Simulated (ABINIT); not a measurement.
## AlO2 in ABINIT: the effect of functional

Crystal: AlO2.

```
CELL_PARAMETERS angstrom
1.48816 -5.40283 0.00000
1.48816 5.40283 0.00000
0.00000 0.00000 3.64661
ATOMIC_POSITIONS crystal
Al 0.66813 0.33187 0.75000
Al 0.33187 0.66813 0.25000
O 0.06107 0.93893 0.75000
O 0.93893 0.06107 0.25000
O 0.29418 0.70582 0.75000
O 0.70582 0.29418 0.25000
```

The cell comes from a database or a generator and needn't be the stable form of this composition.

Alike in all runs:

```yaml
Program: ABINIT 10.8.3 (patched build)
Task: band structure
k_mesh: 9 × 9 × 7
Occupations: fermi-dirac, width 0.05 eV
Spin: no spin polarisation
```

**Question.** One run gave: pressure -12.2 GPa; largest force 0.44 eV/Å. Which functional did it use?
A. PBEsol
B. LDA
C. r2SCAN

**Answer.** B.

```csv
functional,potentials or basis,cutoff,pressure (GPa),largest force (eV/Å)
PBEsol,PseudoDojo NC SR PBEsol v0.4.1 standard,1143 eV,-6.5,0.60
LDA,JTH PAW LDA v2.0,626 eV,-12.2,0.44
r2SCAN,JTH PAW PBE v2.0,762 eV,-7.8,0.80
```

Caveats: the PAW data sets were made with another functional, which shifts forces and pressure a little (some runs).

Runs at the PBE level aren't shown here.
